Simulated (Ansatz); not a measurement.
**CH3FOSi (SMILES CO[Si]F) at HF/3-21G**

Aim: the vertical electron affinity of CH3FOSi at HF/3-21G, from 2 runs. 

Program for the calculation: Ansatz 0.2.0.

52 further runs of the same task are left out: 52 set aside as unsound or not needed.

## 1. The system as given

CH3FOSi has 7 atoms, charge 0, and is taken as a singlet. As SMILES, `CO[Si]F`. Geometry: relaxed at PBE0-D4/def2-TZVP. This is one conformer, not always the lowest.

Bond lengths: C1–O2 1.415 Å, O2–Si3 1.628 Å, Si3–F4 1.622 Å, C1–H5 1.092 Å, C1–H6 1.092 Å, C1–H7 1.092 Å. Angles: C1–O2–Si3 132.8°, O2–Si3–F4 102.4°, O2–C1–H5 111.5°, O2–C1–H6 108.9°, O2–C1–H7 108.9°, H5–C1–H6 109.4°, H5–C1–H7 109.4°, H6–C1–H7 108.7°.

## 2. The energy at HF/3-21G

in.yaml reads:

```yaml
crystal:
  periodic: [false, false, false]
  atoms:
    - {symbol: C, position_ang: [-0.503600, 0.227100, 0.591000]}
    - {symbol: O, position_ang: [0.658100, 0.670200, -0.085400]}
    - {symbol: Si, position_ang: [1.551000, 0.028500, -1.285700]}
    - {symbol: F, position_ang: [0.775300, -1.362500, -1.591300]}
    - {symbol: H, position_ang: [-0.842000, -0.740100, 0.213800]}
    - {symbol: H, position_ang: [-0.282000, 0.142900, 1.656600]}
    - {symbol: H, position_ang: [-1.295700, 0.965900, 0.455500]}
basis:
  gaussian: {orbitals: 3-21G.json}
hamiltonian: {xc: hf}
accuracy: high
output: {orbitals: {seedname: orbitals}}
```

The basis set 3-21G is read from a file made from the Basis Set Exchange's data (not shown).

The run is started by

```sh
$ ansatz run in.yaml --threads 1 --pin off --max-ram 2610MiB --events-out events.jsonl --progress --plain --runs-dir runs
```

The log of the run:

```text
Warning: RAYON_NUM_THREADS=1 ignored (pool sized by the plan → 1); use --threads N
Functional definition: HF
  name "HF"
  exchange = exact_x
  correlation = 0
1022 factors; integrals over basis functions are off by at most 1.1e-8 eV
mean field evaluation 1: about -13609.4724 eV, gradient 3.4e1 eV
mean field evaluation 2: about -13609.7650 eV, gradient 3.4e1 eV
mean field evaluation 4: about -13611.8224 eV, gradient 1.9e0 eV
mean field evaluation 8: about -13611.8495 eV, gradient 2.1e-1 eV
mean field evaluation 16: about -13611.8497 eV, gradient 3.9e-8 eV
mean field -13611.84973707 eV, -500.2262513943 hartree, gradient 3.9e-8 eV, S^2 0.000000; 0 other end points of the search recorded, 0 dependent functions left out
reference -13611.84973707 eV, -500.2262513943 hartree; 20, 20 occupied and 26, 26 virtual orbitals, 1022 factors
Total energy: -13611.84973707 eV, -500.2262513943 hartree
```

It took 0.46 s on 1 thread of Arm Neoverse V1, shared host; peak memory 0.096 GiB.

## 3. The doublet anion at the same level

job.yaml reads:

```yaml
crystal:
  periodic: [false, false, false]
  atoms:
    - symbol: C
      position_ang: [-0.503600, 0.227100, 0.591000]
    - symbol: O
      position_ang: [0.658100, 0.670200, -0.085400]
    - symbol: Si
      position_ang: [1.551000, 0.028500, -1.285700]
    - symbol: F
      position_ang: [0.775300, -1.362500, -1.591300]
    - symbol: H
      position_ang: [-0.842000, -0.740100, 0.213800]
    - symbol: H
      position_ang: [-0.282000, 0.142900, 1.656600]
    - symbol: H
      position_ang: [-1.295700, 0.965900, 0.455500]
basis:
  gaussian: {orbitals: 3-21G.json}
total_charge: -1
output: {orbitals: {seedname: orbitals}}
hamiltonian: {xc: hf}
accuracy: high
magnetization: {spin_polarized: true, initial_magnetization: 1}
```

The basis set 3-21G is read from a file made from the Basis Set Exchange's data (not shown).

The run is started by

```sh
$ ansatz run job.yaml --threads 1 --pin off --max-ram 2610MiB --events-out events.jsonl --progress --plain --runs-dir runs
```

The log of the run:

```text
Warning: RAYON_NUM_THREADS=1 ignored (pool sized by the plan → 1); use --threads N
Functional definition: HF
  name "HF"
  exchange = exact_x
  correlation = 0
1023 factors; integrals over basis functions are off by at most 1.1e-8 eV
mean field evaluation 1: about -13609.3644 eV, gradient 1.3e1 eV
mean field evaluation 2: about -13609.3664 eV, gradient 1.3e1 eV
mean field evaluation 4: about -13610.4368 eV, gradient 1.4e0 eV
mean field evaluation 8: about -13610.4548 eV, gradient 6.4e-4 eV
mean field -13610.45478108 eV, -500.1749877069 hartree, gradient 4.2e-8 eV, S^2 0.757064; 0 other end points of the search recorded, 0 dependent functions left out
reference -13610.45478108 eV, -500.1749877069 hartree; 21, 20 occupied and 25, 26 virtual orbitals, 1023 factors
Total energy: -13610.45478108 eV, -500.1749877069 hartree
```

Wall time 0.7 s (1 thread of Arm Neoverse V1, shared host); peak memory 0.12 GiB.

## 4. Outcome

At HF/3-21G:

```
                                         quantity          value
                    singlet CH3FOSi: total energy  -500.22625 Eh
                     singlet CH3FOSi: HOMO energy      -10.08 eV
                     singlet CH3FOSi: LUMO energy        1.90 eV
                   singlet CH3FOSi: HOMO–LUMO gap       11.98 eV
                      doublet anion: total energy  -500.17499 Eh
doublet anion: HOMO energy (highest over α and β)        0.87 eV
 doublet anion: LUMO energy (lowest over α and β)        9.66 eV
                              doublet anion: ⟨S²⟩          0.757
vertical electron affinity (to the doublet anion)      -1.395 eV
```

The anion lies 1.39 eV (135 kJ/mol) above the neutral: the electron isn't bound at this level, and such a value depends on the basis. Without diffuse functions anions come out too high. Hartree–Fock misses the correlation that binds many anions. The HOMO (doublet anion) lies at positive energy, 0.87 eV: the electron is unbound at this level or held by a compact basis; values depend on the basis.
